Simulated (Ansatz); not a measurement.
**C₂H₆OSi: one species, many methods**

How much do the methods differ for C₂H₆OSi? The plan is to run it at one geometry with functionals of several rungs and with coupled cluster, and see how far each lands from CCSD(T) at the basis-set limit for the atomisation energy.

The runs use Ansatz 0.2.0, Gaussian basis; functionals in def2-TZVPP, the program's frozen cores in correlated methods.

Plan: LDA (SPW92), PBE-D4, revPBE-D4, BLYP-D4, r2SCAN-D4, B97M-V, PBE0-D4, B3LYP-D4, r2SCANh-D4, r2SCAN0-D4, HSE06-D4, BHLYP-D4, CAM-B3LYP-D4, LC-ωPBE, ωB97X-V, ωB97M-V, B2PLYP, PBE-QIDH; CCSD(T)/def2-SVP; CCSD(T)/def2-TZVPP; MP2/def2-QZVPP; extrapolation to the limit; RPA on PBE.

### Step 1. Structure used throughout

An earlier PBE0-D4 in a triple-zeta def2 set relaxation fixed the geometry.

10 atoms, charge 0, spin multiplicity 1.

Atoms are counted from 1 here; the program's logs count them from 0.

Bond lengths: C1–C2 1.547 Å, C1–O4 1.448 Å, C1–H5 1.093 Å, C1–H6 1.093 Å, C2–Si3 1.873 Å, C2–H7 1.089 Å, C2–H8 1.089 Å, Si3–O4 1.667 Å, Si3–H9 1.488 Å, Si3–H10 1.488 Å. Angles: C2–C1–O4 102.2°, C2–C1–H5 113.4°, C2–C1–H6 113.3°, O4–C1–H5 109.5°, O4–C1–H6 109.5°, H5–C1–H6 108.8°, C1–C2–Si3 82.5°, C1–C2–H7 114.2°, C1–C2–H8 114.3°, Si3–C2–H7 117.1°, Si3–C2–H8 117.3°, H7–C2–H8 109.4°, C2–Si3–O4 82.2°, C2–Si3–H9 118.3°, C2–Si3–H10 118.4°, O4–Si3–H9 114.1°, O4–Si3–H10 114.1°, H9–Si3–H10 107.9° and more.

As a file:

```xyz
10
C2H6OSi
C    -0.8164    0.5560   -0.5336
C    -0.3498   -0.8519   -0.0938
Si    1.0993    0.1126    0.5973
O     0.2558    1.3989   -0.0460
H    -0.9014    0.6653   -1.6178
H    -1.7590    0.8627   -0.0730
H    -0.1447   -1.5320   -0.9191
H    -1.0111   -1.3395    0.6208
H     1.2673    0.1737    2.0750
H     2.4432   -0.0970   -0.0068
```

### Step 2. LDA

This LDA is Slater exchange with PW92 correlation.

Input file in.yaml:

```yaml
crystal:
  periodic: [false, false, false]
  atoms:
    - {symbol: C, position_ang: [-0.816361, 0.556046, -0.533568]}
    - {symbol: C, position_ang: [-0.349833, -0.851929, -0.093806]}
    - {symbol: Si, position_ang: [1.099258, 0.112625, 0.597341]}
    - {symbol: O, position_ang: [0.255773, 1.398911, -0.046000]}
    - {symbol: H, position_ang: [-0.901363, 0.665270, -1.617775]}
    - {symbol: H, position_ang: [-1.759028, 0.862702, -0.072993]}
    - {symbol: H, position_ang: [-0.144689, -1.532032, -0.919143]}
    - {symbol: H, position_ang: [-1.011119, -1.339477, 0.620825]}
    - {symbol: H, position_ang: [1.267290, 0.173667, 2.074962]}
    - {symbol: H, position_ang: [2.443173, -0.096981, -0.006842]}
basis:
  gaussian: {orbitals: def2-TZVPP}
hamiltonian: {xc: lda}
output: {orbitals: {seedname: orbitals}}
```

Command:

```sh
ansatz run in.yaml --threads 2 --pin off --events-out ev --progress --plain --max-ram 4352MiB
```

Further steps of the session: PBE-D4 (GGA); revPBE-D4 (GGA); BLYP-D4 (GGA); r2SCAN-D4 (meta-GGA); B97M-V (meta-GGA); B3LYP-D4 (hybrid); r2SCANh-D4 (hybrid); r2SCAN0-D4 (hybrid); HSE06-D4 (hybrid); BHLYP-D4 (hybrid); CAM-B3LYP-D4 (range-separated); LC-ωPBE (range-separated); ωB97X-V (range-separated); ωB97M-V (range-separated); B2PLYP (double hybrid); PBE-QIDH (double hybrid); CCSD(T) in def2-SVP; CCSD(T) in def2-TZVPP; MP2 in def2-QZVPP; RPA on PBE orbitals.

**Question.** What will the summary of the whole plan be? Wanted: atomisation energy, CCSD(T)/CBS; farthest beyond LDA; mean size of error, GGA; mean size of error, meta-GGA; mean size of error, hybrid; mean size of error, range-separated; mean size of error, double hybrid; gap, smallest and largest; T1 diagnostic.

**Answer**, as computed:

```
                               quantity                                                                                                value
        atomisation energy, CCSD(T)/CBS                                                                                        3778.5 kJ/mol
 functionals within 18.9 kJ/mol (0.5 %)  r2SCAN-D4, B97M-V, PBE0-D4, B3LYP-D4, r2SCANh-D4, HSE06-D4, CAM-B3LYP-D4, LC-ωPBE, ωB97X-V, ωB97M-V
                    farthest beyond LDA                                                                             BHLYP-D4 (-107.5 kJ/mol)
                mean size of error, GGA                                                                                          38.0 kJ/mol
           mean size of error, meta-GGA                                                                                           3.1 kJ/mol
             mean size of error, hybrid                                                                                          31.5 kJ/mol
    mean size of error, range-separated                                                                                          10.6 kJ/mol
      mean size of error, double hybrid                                                                                          33.7 kJ/mol
              gap, smallest and largest                                                            5.21 eV (LDA (SPW92)), 12.69 eV (LC-ωPBE)
                          T1 diagnostic                                                                                               0.0111
triples share of the correlation energy                                                                                                3.8 %
```

In words: LDA overbinds by 519.5 kJ/mol (14 %). PBE-D4 misses by +50.2 kJ/mol. Double hybrids carry the basis error of their MP2 part in triple zeta, and no dispersion term here, so their miss is partly the set-up's. The rungs meta-GGA, range-separated miss on average by less than the doubt on the reference (18.9 kJ/mol), so they tie. Misses under about 18.9 kJ/mol are within the doubt on the reference itself, which lacks core-valence correlation, relativity and higher excitations. Hartree-Fock recovers 73 % of the binding; the rest is correlation. CCSD(T) in def2-SVP is off by -220.7 kJ/mol, worse than the median functional, from the basis alone. The gap grows from 5.2 to 12.7 eV across the functionals, mostly with the share of exact exchange.
